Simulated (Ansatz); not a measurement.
This script drives Ansatz's Python interface.

Script `tls.py`:
```python
"""Which structure of TlS is lowest in energy, at the given cells."""

import csv
import warnings

import ansatz as az
import numpy as np
import spglib

CUTOFF_EV = 550
K_SPACING = 0.15
SMEARING = "fermi_dirac"
SIGMA = 0.05


def run_phase(name, crystal):
    calc = (
        crystal.calculation()
        .functional(az.Functional.PBESOL)
        .basis(CUTOFF_EV)
        .kpoints(spacing=K_SPACING)
        .occupations(SMEARING, width=SIGMA)
        .stress()
        .band_table()
    )
    return calc.run(threads=1)


def space_group(outcome):
    sites = outcome.report["lattice"]["sites"]
    kinds = sorted({site["symbol"] for site in sites})
    cell = (outcome.lattice.cell_ang, [site["position_frac"] for site in sites], [kinds.index(site["symbol"]) for site in sites])
    return spglib.get_spacegroup(cell, symprec=0.01)


def gap_ev(outcome):
    # nan where the run reports no band edges: a metal, overlapping bands, or a gap that is small against the smearing
    edges = outcome.report.get("band_edges_ev")
    return edges[1] - edges[0] if edges else float("nan")


def volume_per_atom(outcome):
    return abs(np.linalg.det(outcome.lattice.cell_ang)) / len(outcome.lattice.sites)


def main() -> None:
    warnings.simplefilter("ignore", az.DeckWarning)

    phases = {}
    pm_3m = (
        az.Lattice.cubic(3.595635)
        .space_group(221)
        .atom("Tl", (0.5, 0.5, 0.5))
        .atom("S", (0.0, 0.0, 0.0))
    )
    phases["Pm-3m"] = pm_3m
    r_3m = (
        az.Lattice.from_parameters(4.002669, 4.002669, 21.91055, alpha=90, beta=90, gamma=120)
        .space_group(166)
        .atom("Tl", (0.0, 0.0, 0.0))
        .atom("Tl", (2 / 3, 1 / 3, 5 / 6))
        .atom("S", (0.0, 0.0, 0.735103))
        .primitive()
    )
    phases["R-3m"] = r_3m

    done = {}
    for name, crystal in phases.items():
        try:
            done[name] = run_phase(name, crystal)
        except az.NonConvergedError as error:
            print(name, "did not converge:", str(error)[:120])

    energy = {name: o.report["energy_sigma0_ev"] / len(o.lattice.sites) for name, o in done.items()}
    lowest = min(energy.values())
    rows = [(name, len(o.lattice.sites), 1000 * (energy[name] - lowest), space_group(o), gap_ev(o), volume_per_atom(o)) for name, o in done.items()]
    rows.sort(key=lambda row: row[2])
    with open("polymorphs.csv", "w", newline="") as handle:
        writer = csv.writer(handle)
        writer.writerow(["phase", "atoms", "dE (meV/atom)", "space group", "gap (eV)", "V (A^3/atom)"])
        writer.writerows([round(v, 4) if isinstance(v, float) else v for v in row] for row in rows)
    print(open("polymorphs.csv").read())
    print("order:", " < ".join(row[0] for row in rows))


if __name__ == "__main__":
    main()
```

It is started by `python tls.py`. Estimate its wall time and peak memory on 1 thread of Arm Neoverse V1, with other jobs on the host.

It took about 49 s, with a peak of 0.85 GiB, for 2 runs of the engine.

```console
$ python tls.py
phase,atoms,dE (meV/atom),space group,gap (eV),V (A^3/atom)
R-3m,4,0.0,R-3m (166),nan,25.3339
Pm-3m,2,217.0907,Pm-3m (221),nan,23.2432

order: R-3m < Pm-3m
```

By space group at the end of each run: R-3m (+0 meV an atom, 25.3 Å³) and Pm-3m (+217 meV an atom, 23.2 Å³).

The cells come from databases of deposited and of computed structures, and not all need be stable phases. Levels are Kohn-Sham eigenvalues on this mesh, without spin-orbit coupling. The ranking holds among these structures alone, at zero temperature; the ground state may be another structure. Differences under 10 to 15 meV an atom lie within the error of mesh and functional.
